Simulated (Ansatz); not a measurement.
# Si9Ge7: levels at named points

One table from this session's results is given with a row withheld; the runs are named, their logs left out.

Method: DFT PBEsol, scalar-relativistic, plane waves, PAW, in Ansatz 0.2.0.

That is the level of the relaxation; later steps name their own.

### Starting point

It takes space group Cm (No. 8, monoclinic). Conventional cell: a = 13.459 Å, b = 7.770 Å, c = 6.414 Å, α = 90.00°, β = 90.00°, γ = 90.00°. Si (site symmetry 1) is surrounded by 1 Si at 2.38 Å and 3 Ge at 2.38 to 2.40 Å. Si (site symmetry m) is surrounded by 2 Ge at 2.38 to 2.40 Å and 2 Si at 2.38 Å. Si (site symmetry m) has 1 Ge at 2.38 Å and 3 Si at 2.38 to 2.40 Å as nearest neighbours. Ge (site symmetry m) is surrounded by 1 Si at 2.38 Å and 3 Ge at 2.38 to 2.40 Å. Around Ge (site symmetry m) lie 4 Ge at 2.38 to 2.40 Å. Around Si (site symmetry 1) lie 2 Ge at 2.38 Å and 2 Si at 2.38 to 2.40 Å. Around Ge (site symmetry 1) lie 2 Si at 2.38 to 2.40 Å and 2 Ge at 2.38 Å. Ge (site symmetry m) has 1 Ge at 2.38 Å and 3 Si at 2.38 to 2.40 Å as nearest neighbours. Only part of the 12 independent sites is listed.

Coordinates:

```
Si Ge
1.0
     0.00000    0.00000   -6.41388
    -3.88522   -6.72940    0.00000
    -3.88522    6.72940    0.00000
Si Ge
9 7
Cartesian
  -3.8852 4.4863 -6.0104
  -1.9426 1.1216 -6.0104
  -5.8278 1.1216 -6.0104
  -3.8852 -2.2431 -6.0104
  -3.8852 -4.4863 -2.8035
  -5.8278 -1.1216 -2.8035
  -3.8852 -2.2431 -3.6104
  -3.8852 -4.4863 -0.4034
  -5.8278 -1.1216 -0.4034
  -1.9426 -1.1216 -2.8035
  -3.8852 2.2431 -2.8035
  -3.8852 4.4863 -3.6104
  -1.9426 1.1216 -3.6104
  -5.8278 1.1216 -3.6104
  -1.9426 -1.1216 -0.4034
  -3.8852 2.2431 -0.4034
```

The first run:

(A quick probe on a coarse mesh, which set the mesh and smearing, is not shown.)

The input, input.yaml:

```yaml
crystal:
  lattice:
    - [0.0, 0.0, -6.41387698]
    - [-3.88521827, -6.72939545, 0.0]
    - [-3.88521828, 6.72939545, 0.0]
  atoms:
    - { symbol: Si, position: [0.93709875, 0.16666666, 0.83333333] }
    - { symbol: Si, position: [0.93709875, 0.16666666, 0.33333333] }
    - { symbol: Si, position: [0.93709875, 0.66666666, 0.83333333] }
    - { symbol: Si, position: [0.93709875, 0.66666666, 0.33333333] }
    - { symbol: Ge, position: [0.43709875, 0.33333334, 0.16666667] }
    - { symbol: Ge, position: [0.43709875, 0.33333334, 0.66666667] }
    - { symbol: Si, position: [0.43709875, 0.83333334, 0.16666667] }
    - { symbol: Si, position: [0.43709875, 0.83333334, 0.66666667] }
    - { symbol: Ge, position: [0.56290125, 0.16666666, 0.83333333] }
    - { symbol: Ge, position: [0.56290125, 0.16666666, 0.33333333] }
    - { symbol: Ge, position: [0.56290125, 0.66666666, 0.83333333] }
    - { symbol: Si, position: [0.56290125, 0.66666666, 0.33333333] }
    - { symbol: Ge, position: [0.06290125, 0.33333334, 0.16666667] }
    - { symbol: Ge, position: [0.06290125, 0.33333334, 0.66666667] }
    - { symbol: Si, position: [0.06290125, 0.83333334, 0.16666667] }
    - { symbol: Si, position: [0.06290125, 0.83333334, 0.66666667] }
basis:
  ecutwfc: 420
kpoints:
  mp_grid: { grid: [6, 6, 6] }
hamiltonian:
  xc: pbesol
scf:
  occupations: { method: gaussian, width: 0.01 }
output:
  forces: true
  stress: true
  eigenvalues: true
  write_density: true
  write_potential: true
  elf: true
  volumetric_format: npy
relax:
  adjacent_minimum: "off"
  f_tol: 0.005
  max_steps: 80
  cell: { stress_tol: 0.05 }
```

Command:

```sh
$ ansatz run input.yaml --threads 4 --pin off --max-ram 10240MiB --backend cpu --events-out ev --progress --plain --runs-dir out
```

Steps of the session up to this table: Full relaxation; Band edges over the whole zone; Levels with PBEsol; The run at PBEsol on the hybrid's mesh; The run at HSE06; Levels with PBEsol, spin-orbit coupling; Levels with r2SCAN.

One of the session's tables, all rows but one given; the rest of the session is left out.

```
                      level  gap (eV)  least direct gap (eV)
                     PBEsol      0.08                   0.08
PBEsol on the hybrid's mesh      0.07                   0.07
                      HSE06      0.73                   0.73
PBEsol, spin-orbit coupling      0.04                   0.04
                     r2SCAN         ?                      ?
```

**Question.** Estimate the row for r2SCAN.

The run gave: gap (eV): 0.37; least direct gap (eV): 0.37. In the column «gap (eV)» it lies between PBEsol (0.08) and HSE06 (0.73).

Gaps are by band count over the mesh and the named points; a gap of 0 means that the bands overlap or touch.
